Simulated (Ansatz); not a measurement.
**ClFH₂O₂Sn: up Jacob's ladder to CCSD(T)**

One table from this session's results is given with a row withheld; the runs are named, their logs left out.

The runs use Ansatz 0.2.0, Gaussian basis; functionals in def2-TZVPP, the program's frozen cores in correlated methods.

The runs, in order: LDA (SPW92), PBE-D4, revPBE-D4, BLYP-D4, r2SCAN-D4, B97M-V, PBE0-D4, B3LYP-D4, r2SCANh-D4, r2SCAN0-D4, HSE06-D4, BHLYP-D4, CAM-B3LYP-D4, LC-ωPBE, ωB97X-V, ωB97M-V, B2PLYP, PBE-QIDH; CCSD(T)/def2-SVP; CCSD(T)/def2-TZVPP; MP2/def2-QZVPP; extrapolation to the limit; RPA on PBE.

**The relaxed structure**

An earlier PBE0-D4 in a triple-zeta def2 set relaxation fixed the geometry. Sn takes the def2 core potential; no spin-orbit term is included.

7 atoms, charge 0, spin multiplicity 1.

Atoms are counted from 1 here; the program's logs count them from 0.

Bond lengths: O1–Sn2 1.934 Å, O1–H6 0.962 Å, Sn2–O3 1.927 Å, Sn2–F4 1.904 Å, Sn2–Cl5 2.280 Å, O3–H7 0.962 Å. Angles: Sn2–O1–H6 113.0°, O1–Sn2–O3 108.9°, O1–Sn2–F4 106.2°, O1–Sn2–Cl5 115.0°, O3–Sn2–F4 110.9°, O3–Sn2–Cl5 109.2°, F4–Sn2–Cl5 106.6°, Sn2–O3–H7 112.1°.

The first run:

File in.yaml:

```yaml
crystal:
  periodic: [false, false, false]
  atoms:
    - {symbol: O, position_ang: [-1.202677, 0.265379, 1.070612]}
    - {symbol: Sn, position_ang: [0.105744, 0.137051, -0.348133]}
    - {symbol: O, position_ang: [1.749692, -0.555435, 0.380079]}
    - {symbol: F, position_ang: [-0.622708, -1.059628, -1.637026]}
    - {symbol: Cl, position_ang: [0.535284, 2.091059, -1.441585]}
    - {symbol: H, position_ang: [-2.105267, 0.140822, 0.762042]}
    - {symbol: H, position_ang: [1.601332, -1.087250, 1.168311]}
basis:
  gaussian: {orbitals: def2-TZVPP}
hamiltonian: {xc: lda}
output: {orbitals: {seedname: orbitals}}
```

Run with:

```sh
> ansatz run in.yaml --threads 4 --pin off --events-out ev --progress --plain --max-ram 10444MiB
```

Among the steps run: LDA; PBE-D4 (GGA); revPBE-D4 (GGA); BLYP-D4 (GGA); r2SCAN-D4 (meta-GGA); B97M-V (meta-GGA); PBE0-D4 (hybrid); B3LYP-D4 (hybrid); r2SCANh-D4 (hybrid); r2SCAN0-D4 (hybrid); HSE06-D4 (hybrid); BHLYP-D4 (hybrid); CAM-B3LYP-D4 (range-separated); LC-ωPBE (range-separated); ωB97X-V (range-separated); ωB97M-V (range-separated); B2PLYP (double hybrid); PBE-QIDH (double hybrid).

One table of the session follows, with a row left open; its other results are not shown here.

| functional | HOMO (eV) | LUMO (eV) | gap (eV) |
| --- | --- | --- | --- |
| LDA (SPW92) | -8.22 | -3.73 | 4.48 |
| PBE-D4 | -7.99 | -3.37 | 4.61 |
| revPBE-D4 | -7.90 | -3.24 | 4.67 |
| BLYP-D4 | ? | ? | ? |
| r2SCAN-D4 | -8.42 | -3.14 | 5.28 |
| B97M-V | -8.48 | -3.12 | 5.36 |
| PBE0-D4 | -9.72 | -2.41 | 7.31 |
| B3LYP-D4 | -9.42 | -2.76 | 6.66 |
| r2SCANh-D4 | -9.07 | -2.79 | 6.28 |
| r2SCAN0-D4 | -10.00 | -2.27 | 7.74 |
| HSE06-D4 | -9.31 | -2.78 | 6.53 |
| BHLYP-D4 | -11.14 | -1.45 | 9.69 |
| CAM-B3LYP-D4 | -11.17 | -1.43 | 9.74 |
| LC-ωPBE | -12.60 | -0.06 | 12.54 |
| ωB97X-V | -12.21 | -0.22 | 11.99 |
| ωB97M-V | -12.08 | -0.36 | 11.72 |

**Question.** Estimate the row for BLYP-D4.

Worked estimate for «HOMO (eV)». Against the share of exact exchange, B3LYP-D4 (0.2, -9.42), BHLYP-D4 (0.5, -11.14) give a slope of -5.73 per unit share; at 0 the line stands at -8.27.

The run gave: HOMO (eV): -7.88; LUMO (eV): -3.35; gap (eV): 4.53. In «HOMO (eV)» the line misses by -0.39.

To keep in mind: All levels share the lack of spin-orbit coupling, which lowers the free heavy atoms and so the true binding.
